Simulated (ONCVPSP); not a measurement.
# Te: generating and testing an ONCV potential

Do these settings give a usable potential? It is generated, then checked for transferability, scattering, ghosts and hardness.

The numbers are computed with ONCVPSP 4.0.1 (PBE, scalar-relativistic, spin-unpolarised reference atom).

## (1) The atom and the settings

Typed settings, in words:

| Property | Result |
| --- | --- |
| element | tellurium (Te, Z = 52) |
| type | optimised norm-conserving Vanderbilt (ONCV) |
| frozen core | [Ar] 3d10 4s2 |
| valence charge | 22 |
| reference configuration | 4p6 4d10 5s2 5p2 (charge +2) |
| partial waves | 5s: rc 1.50 bohr, ncon 4, nbas 7, qcut 3.4 1/bohr, 2 projectors, debl 1.2 Ha; 4p+5p: rc 1.10 bohr, ncon 4, nbas 7, qcut 13 1/bohr, 2 projectors; 4d: rc 1.10 bohr, ncon 3, nbas 7, qcut 13.7 1/bohr, local |
| local potential | the d channel |
| core correction | not asked for |

The nodes and maxima of the atom's own shells, from an earlier all-electron run, set the scale for the radii.

All-electron outer shells of the reference configuration (PBE, scalar-relativistic, ld1.x):

| shell | level (eV) | outermost node (bohr) | outermost maximum (bohr) |
| --- | --- | --- | --- |
| 3d | -579.60 | – | 0.24 |
| 4s | -183.82 | 0.38 | 0.70 |
| 4p | -133.82 | 0.38 | 0.74 |
| 4d | -60.99 | 0.36 | 0.81 |
| 5s | -32.71 | 0.91 | 1.75 |
| 5p | -22.30 | 0.99 | 2.04 |

## (2) Generation

Te.dat reads:

```
# ATOM AND REFERENCE CONFIGURATION
# atsym  z   nc   nv     iexc    psfile
  Te 52.00    7    4        4      upf
#
#   n    l    f
    1    0    2.00
    2    0    2.00
    2    1    6.00
    3    0    2.00
    3    1    6.00
    3    2   10.00
    4    0    2.00
    4    1    6.00
    4    2   10.00
    5    0    2.00
    5    1    2.00
#
# PSEUDOPOTENTIAL AND OPTIMIZATION
# lmax
    2
#
#   l,   rc,      ep,       ncon, nbas, qcut
    0    1.50    0.00    4    7    3.40
    1    1.10    0.00    4    7   13.00
    2    1.10    0.00    3    7   13.70
#
# LOCAL POTENTIAL
# lloc, lpopt,  rc(5),   dvloc0
    2    5    1.10    0.00
#
# VANDERBILT-KLEINMAN-BYLANDER PROJECTORs
# l, nproj, debl
    0    2    1.20
    1    2    1.50
    2    0    1.40
#
# MODEL CORE CHARGE
# icmod, fcfact, rcfact
    0    0.00    0.00
#
# LOG DERIVATIVE ANALYSIS
# epsh1, epsh2, depsh
   -6.00    5.00    0.04
#
# OUTPUT GRID
# rlmax, drl
    6.00    0.01
#
# TEST CONFIGURATIONS
# ncnf
    4
# nvcnf
#   n    l    f
    4
    4    1    6.00
    4    2   10.00
    5    0    2.00
    5    1    4.00
#
    4
    4    1    6.00
    4    2   10.00
    5    0    2.00
    5    1    3.00
#
    4
    4    1    6.00
    4    2   10.00
    5    0    2.00
    5    1    1.00
#
    4
    4    1    6.00
    4    2    9.00
    5    0    2.00
    5    1    5.00
#
```

On the command line:

```bash
$ oncvpsp.x < Te.dat > Te.out
```

Before running it: what results should come out? Wanted: cutoffs for 1 and 0.1 mHa per electron, occupied waves; bound ghosts; GHOST(+) flags; largest test error; largest phase difference near zero energy, channels read; projector energies reset by the program.

As calculated:

| quantity | value |
| --- | --- |
| cutoffs for 1 and 0.1 mHa per electron, occupied waves | 59 Ha and 69 Ha |
| bound ghosts | s at -155.68 eV |
| GHOST(+) flags | s at 336 eV |
| largest test error (AE − PS) | -6.5 meV, for 4p6 4d10 5s2 5p1 |
| largest phase difference near zero energy, channels read | 0.001 rad |
| projector energies reset by the program | s: -1.202, 0.250 Ha |

It has a bound ghost (s), a state that the atom doesn't have, and that rules the file out. The worst unpolarised test, 4p6 4d10 5s2 5p1, is off by 6.5 meV on 26.9 eV; by total energies transferability rates as good. Atomic tests can pass in spite of a ghost, since they solve only for the levels asked. It counts as hard, with 59 Ha needed at the looser tolerance. Near zero energy the phases of the channels with partial waves agree within 0.001 rad. The pseudo curves have a pole with no partner nearby in the atom's: s at -5.60 Ha. The program also flags highly localised states, GHOST(+) (s). These are tests on the free atom; a crystal test is still owed.
